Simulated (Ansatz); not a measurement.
**C2H7NSi (SMILES NC1C[SiH2]1): a chain of runs**

Wanted: a series of 14 runs (HF/STO-3G, UHF/STO-3G, HF/3-21G, UHF/3-21G, HF/6-31G*, B3LYP/6-31G*, MP2/6-31G*) of C2H7NSi. 

The results are computed with Ansatz 0.2.0.

## 1. The system as given

C2H7NSi has 11 atoms, charge 0, and is taken as a singlet. SMILES: `NC1C[SiH2]1`. The coordinates come from a PBE0-D4/def2-TZVP relaxation. This is one conformer, not always the lowest. The run starts from this shape.

Bond lengths: N1–C2 1.437 Å, C2–C3 1.539 Å, C2–Si4 1.862 Å, C3–Si4 1.848 Å, N1–H5 1.011 Å, N1–H6 1.014 Å, C2–H7 1.094 Å, C3–H8 1.085 Å, C3–H9 1.086 Å, Si4–H10 1.479 Å, Si4–H11 1.476 Å. Some angles: N1–C2–C3 114.5°, N1–C2–Si4 118.4°, C3–C2–Si4 65.0°, C2–C3–Si4 65.9°, C2–Si4–C3 49.0°, N1–C2–H7 118.0°, C3–C2–H7 113.0°, Si4–C2–H7 116.4°, C2–N1–H5 111.6°, C2–N1–H6 111.3°.

## 2. A structure relaxation at HF/STO-3G (start density atoms) (run 1)

molecule.yaml reads:

```yaml
crystal:
  periodic: [false, false, false]
  atoms:
    - {symbol: N, position_ang: [-1.337200, 0.826100, -0.314200]}
    - {symbol: C, position_ang: [0.048100, 0.587400, -0.015100]}
    - {symbol: C, position_ang: [0.296100, -0.519700, 1.025200]}
    - {symbol: Si, position_ang: [0.845000, -0.955900, -0.685100]}
    - {symbol: H, position_ang: [-1.450400, 1.288300, -1.206000]}
    - {symbol: H, position_ang: [-1.774000, 1.401500, 0.397500]}
    - {symbol: H, position_ang: [0.701400, 1.454200, 0.118600]}
    - {symbol: H, position_ang: [1.025100, -0.311700, 1.801300]}
    - {symbol: H, position_ang: [-0.607900, -0.997000, 1.390600]}
    - {symbol: H, position_ang: [2.288700, -0.939900, -1.005500]}
    - {symbol: H, position_ang: [0.030300, -1.890100, -1.486800]}
basis:
  gaussian: {orbitals: STO-3G}
hamiltonian: {xc: hf}
relax: {f_tol: 0.002}
output: {orbitals: {seedname: orbitals}}
```

Command:

```sh
$ ansatz run molecule.yaml --threads 1 --pin off --max-ram 3480MiB --events-out events.jsonl --progress --plain --runs-dir runs
```

Output:

```text
Warning: RAYON_NUM_THREADS=1 ignored (pool sized by the plan → 1); use --threads N
The last accepted step is kept in runs//last_step.txt (removed where the run ends without a failure and the disk answers)
[... 74 lines left out ...]
Total energy: -11378.89233801 eV, -418.1665805315 hartree
[... 11 lines left out ...]
Dipole moment:     0.244128     0.124700    -0.106536 e Å
```

Wall time 3.9 s (1 thread of AMD EPYC 9R45 (Zen 5), shared host); peak memory 0.13 GiB.

The path in brief:

```csv
step,energy from the first frame kept (eV),largest force (eV/Å)
1,0.0000,2.1741
2,-0.2117,0.7702
3,-0.2314,0.2120
4,-0.2331,0.0958
5,-0.2331,0.1174
6,-0.2337,0.0353
7,-0.2337,0.0108
8,-0.2337,0.0050
9,-0.2337,0.0028
10,-0.2337,0.0004
```

After the run. Bond lengths: N1–C2 1.479 Å, C2–C3 1.551 Å, C2–Si4 1.821 Å, C3–Si4 1.809 Å, N1–H5 1.034 Å, N1–H6 1.035 Å, C2–H7 1.088 Å, C3–H8 1.079 Å, C3–H9 1.079 Å, Si4–H10 1.419 Å, Si4–H11 1.418 Å. Some angles: N1–C2–C3 115.0°, N1–C2–Si4 119.8°, C3–C2–Si4 64.3°, C2–C3–Si4 65.1°, C2–Si4–C3 50.6°, N1–C2–H7 114.9°, C3–C2–H7 113.7°, Si4–C2–H7 118.9°, C2–N1–H5 107.8°, C2–N1–H6 107.9°.

## 3. The harmonic vibrations at HF/STO-3G (start density atoms) (run 2)

molecule.yaml reads:

```yaml
crystal:
  periodic: [false, false, false]
  atoms:
    - {symbol: N, position_ang: [-1.376174, 0.805232, -0.348001]}
    - {symbol: C, position_ang: [0.049512, 0.548857, -0.051228]}
    - {symbol: C, position_ang: [0.310621, -0.554155, 1.007675]}
    - {symbol: Si, position_ang: [0.844695, -0.967453, -0.670066]}
    - {symbol: H, position_ang: [-1.420839, 1.407254, -1.187173]}
    - {symbol: H, position_ang: [-1.757828, 1.396823, 0.410012]}
    - {symbol: H, position_ang: [0.656723, 1.441342, 0.087161]}
    - {symbol: H, position_ang: [1.022332, -0.305396, 1.780171]}
    - {symbol: H, position_ang: [-0.580731, -1.011192, 1.409272]}
    - {symbol: H, position_ang: [2.228644, -0.926131, -0.982623]}
    - {symbol: H, position_ang: [0.088243, -1.891981, -1.434700]}
basis:
  gaussian:
    orbitals: STO-3G
hamiltonian:
  xc: hf
phonons:
  temperatures: {t_min: 298.15, t_max: 298.15, t_step: 1}
```

Command:

```sh
$ ansatz run molecule.yaml --threads 1 --pin off --max-ram 3480MiB --events-out events.jsonl --progress --plain --runs-dir runs
```

Output:

```text
Warning: RAYON_NUM_THREADS=1 ignored (pool sized by the plan → 1); use --threads N
[... 357 lines left out ...]
Total energy: -11378.89234727 eV, -418.1665808720 hartree
[... 11 lines left out ...]
Dipole moment:     0.244128     0.124700    -0.106536 e Å
Vibrations: 276.55 296.12 419.77 621.97 698.08 798.54 889.31 896.51 994.65 1094.18 1110.40 1157.23 1234.51 1302.29 1368.55 1399.29 1521.84 1646.10 1763.78 2023.13 2883.54 2935.27 3619.81 3637.18 3786.33 3880.85 4064.04 cm⁻¹, zero-point energy 2.871463 eV
```

It took 17 s on 1 thread of AMD EPYC 9R45 (Zen 5), shared host.

Run 3 isn't shown in full; the table further down has it.

## 4. The doublet cation: a structure relaxation at UHF/STO-3G (start density atoms) (run 4)

molecule.yaml: that of step 3 with these lines changed.

```diff
@@ -15,7 +15,6 @@
 basis:
-  gaussian:
-    orbitals: STO-3G
-hamiltonian:
-  xc: hf
-phonons:
-  temperatures: {t_min: 298.15, t_max: 298.15, t_step: 1}
+  gaussian: {orbitals: STO-3G}
+total_charge: 1
+magnetization: {spin_polarized: true, initial_magnetization: 1}
+hamiltonian: {xc: hf}
+relax: {}
```

Command:

```sh
$ ansatz run molecule.yaml --threads 1 --pin off --max-ram 3480MiB --events-out events.jsonl --progress --plain --runs-dir runs
```

Output, shortened:

```text
Warning: RAYON_NUM_THREADS=1 ignored (pool sized by the plan → 1); use --threads N
[... 1 set-up line as earlier in the session ...]
[... 116 lines left out ...]
Total energy: -11374.15702064 eV, -417.9925608278 hartree
[... 11 lines left out ...]
Dipole moment:    -0.270149     0.142175    -0.274875 e Å
```

Run time: 6.6 s. Hardware: 1 thread of AMD EPYC 9R45 (Zen 5), shared host; peak memory 0.13 GiB.

The path in brief:

| step | energy from the first frame kept (eV) | largest force (eV/Å) |
| --- | --- | --- |
| 1 | 0.0000 | 4.5194 |
| 2 | -0.8831 | 2.8012 |
| 3 | -1.0400 | 2.2981 |
| 4 | -1.1809 | 0.9734 |
| 5 | -1.2895 | 0.9419 |
| 6 | -1.3886 | 1.0977 |
| 7 | -1.4284 | 1.6499 |
| 8 | -1.4034 | 3.1040 |
| 9 | -1.4729 | 1.6470 |
| 10 | -1.4630 | 0.7198 |
| 11 | -1.4918 | 0.2941 |
| 12 | -1.4895 | 0.2186 |
| 13 | -1.4945 | 0.1592 |
| 14 | -1.4945 | 0.1024 |
| 15 | -1.4953 | 0.0146 |
| 16 | -1.4953 | 0.0079 |

After the run. Bond lengths: N1–C2 1.373 Å, C2–C3 1.535 Å, C3–Si4 1.814 Å, N1–H5 1.030 Å, N1–H6 1.030 Å, C2–H7 1.088 Å, C3–H8 1.083 Å, C3–H9 1.083 Å, Si4–H10 1.423 Å, Si4–H11 1.422 Å. Some angles: N1–C2–C3 121.5°, C2–C3–Si4 73.2°, N1–C2–H7 114.1°, C3–C2–H7 118.9°, C2–N1–H5 121.1°, C2–N1–H6 122.4°, C2–C3–H8 113.0°, C2–C3–H9 114.1°, Si4–C3–H8 119.1°, Si4–C3–H9 118.3°. A long bond or contact: C2–Si4 2.009 Å.

Runs 5 to 13 aren't shown in full; the table further down has their settings and results.

## 5. The harmonic vibrations at MP2/6-31G(d) (Cartesian functions, start density atoms) (run 14)

run.yaml reads:

```yaml
crystal:
  periodic: [false, false, false]
  atoms:
    - {symbol: N, position_ang: [-1.349478, 0.806430, -0.317171]}
    - {symbol: C, position_ang: [0.053477, 0.589956, -0.014494]}
    - {symbol: C, position_ang: [0.295644, -0.516470, 1.027901]}
    - {symbol: Si, position_ang: [0.848953, -0.964562, -0.692987]}
    - {symbol: H, position_ang: [-1.448170, 1.294866, -1.204644]}
    - {symbol: H, position_ang: [-1.772557, 1.396533, 0.400272]}
    - {symbol: H, position_ang: [0.693570, 1.468487, 0.126977]}
    - {symbol: H, position_ang: [1.031927, -0.309302, 1.801549]}
    - {symbol: H, position_ang: [-0.614103, -0.980185, 1.402999]}
    - {symbol: H, position_ang: [2.295154, -0.957947, -1.003448]}
    - {symbol: H, position_ang: [0.030783, -1.884605, -1.506454]}
basis:
  gaussian: {orbitals: "6-31G*"}
correlation: {method: mp2}
phonons: {temperatures: {t_min: 298.15, t_max: 298.15, t_step: 1}}
```

Command:

```sh
$ ansatz run run.yaml --threads 1 --pin off --max-ram 3480MiB --events-out events.jsonl --progress --plain --runs-dir runs
```

Output:

```text
Warning: RAYON_NUM_THREADS=1 ignored (pool sized by the plan → 1); use --threads N
[... 26 lines left out ...]
8 core orbitals not correlated: weight in the atoms' cores, before any rotation towards them, 1.000 or more for the frozen orbitals, at most 0.000 for the correlated occupied ones
[... 159 lines left out ...]
8 core orbitals not correlated: weight in the atoms' cores, before any rotation towards them, 1.000 or more for the frozen orbitals, at most 0.000 for the correlated occupied ones
[... 158 lines left out ...]
8 core orbitals not correlated: weight in the atoms' cores, before any rotation towards them, 1.000 or more for the frozen orbitals, at most 0.000 for the correlated occupied ones
[... 160 lines left out ...]
Dipole moment:     0.048063     0.299154     0.024476 e Å
[... 1 line left out ...]
Checks for a lower state left out: cluster_reference
```

Wall time 65 s (1 thread of AMD EPYC 9R45 (Zen 5), shared host); peak memory 0.21 GiB.

## 6. The series

| run | level | task | walk f tol | partner | energy (Eh) | dipole moment (D) | wall time |
| --- | --- | --- | --- | --- | --- | --- | --- |
| 1 | HF/STO-3G (start density atoms) | optimise | 0.002 | base | -418.166581 | 1.41 | 3.9 s |
| 2 | HF/STO-3G (start density atoms) | frequencies | – | base | -418.166581 | 1.41 | 17 s |
| 3 | UHF/STO-3G (start density atoms) | energy | – | cation | -417.937596 | – | 0.28 s |
| 4 | UHF/STO-3G (start density atoms) | optimise | – | cation | -417.992561 | – | 6.6 s |
| 5 | HF/3-21G (start density atoms) | optimise | 0.002 | base | -420.845793 | 1.22 | 4.2 s |
| 6 | HF/3-21G (start density atoms) | frequencies | – | base | -420.845793 | 1.22 | 17 s |
| 7 | UHF/3-21G (start density atoms) | energy | – | cation | -420.568030 | – | 0.48 s |
| 8 | UHF/3-21G (start density atoms) | optimise | – | cation | -420.657322 | – | 7.8 s |
| 9 | HF/6-31G* (Cartesian functions, start density atoms) | optimise | 0.002 | base | -423.107066 | 1.30 | 7.5 s |
| 10 | HF/6-31G* (Cartesian functions, start density atoms) | frequencies | – | base | -423.107066 | 1.30 | 41 s |
| 11 | B3LYP/6-31G* (Cartesian functions, start density atoms) | optimise | 0.002 | base | -424.610055 | 1.44 | 12 s |
| 12 | B3LYP/6-31G* (Cartesian functions, start density atoms) | frequencies | – | base | -424.610055 | 1.44 | 67 s |
| 13 | MP2/6-31G* (Cartesian functions, start density atoms) | optimise | 0.002 | base | -423.613909 | 1.46 | 11 s |
| 14 | MP2/6-31G* (Cartesian functions, start density atoms) | frequencies | – | base | -423.613909 | 1.46 | 65 s |

## 7. Summary of results

| quantity | value |
| --- | --- |
| run 14, MP2/6-31G*: total energy | -423.61391 Eh |
| run 14, MP2/6-31G*: dipole moment (correlated density) | 1.46 D |
| run 14, MP2/6-31G*: correlation energy (8 core orbitals frozen) | -508.0 mEh |
| run 14, MP2/6-31G*: largest force on an atom | 0.001 eV/Å |
| run 14, MP2/6-31G*: lowest harmonic wavenumber | 217 cm⁻¹ |
| run 14, MP2/6-31G*: highest harmonic wavenumber | 3609 cm⁻¹ |
| run 14, MP2/6-31G*: zero-point energy | 235.1 kJ/mol |
| vertical ionisation energy (to the doublet cation), HF/STO-3G | 6.231 eV |
| vertical ionisation energy (to the doublet cation), HF/3-21G | 7.558 eV |
| adiabatic ionisation energy (to the doublet cation, no zero-point term), HF/STO-3G | 4.735 eV |
| adiabatic ionisation energy (to the doublet cation, no zero-point term), HF/3-21G | 5.129 eV |

**Reading.** At HF/STO-3G: removing an electron at fixed nuclei costs 6.23 eV (144 kcal/mol). In a minimal basis such a difference can be off by several eV, whatever the method. At HF/3-21G: removing an electron at fixed nuclei costs 7.56 eV (729 kJ/mol). At HF/STO-3G: the adiabatic ionisation energy (to the doublet cation, no zero-point term) is 4.74 eV (457 kJ/mol). At HF/3-21G: the adiabatic ionisation energy (to the doublet cation, no zero-point term) is 5.13 eV (495 kJ/mol). The second species lost a bond as it relaxed, so this leads to another structure. In runs 1, 2, 3, 4 the basis is minimal, so the values are rough. All runs together took 4.3 min, the longest 67 s.
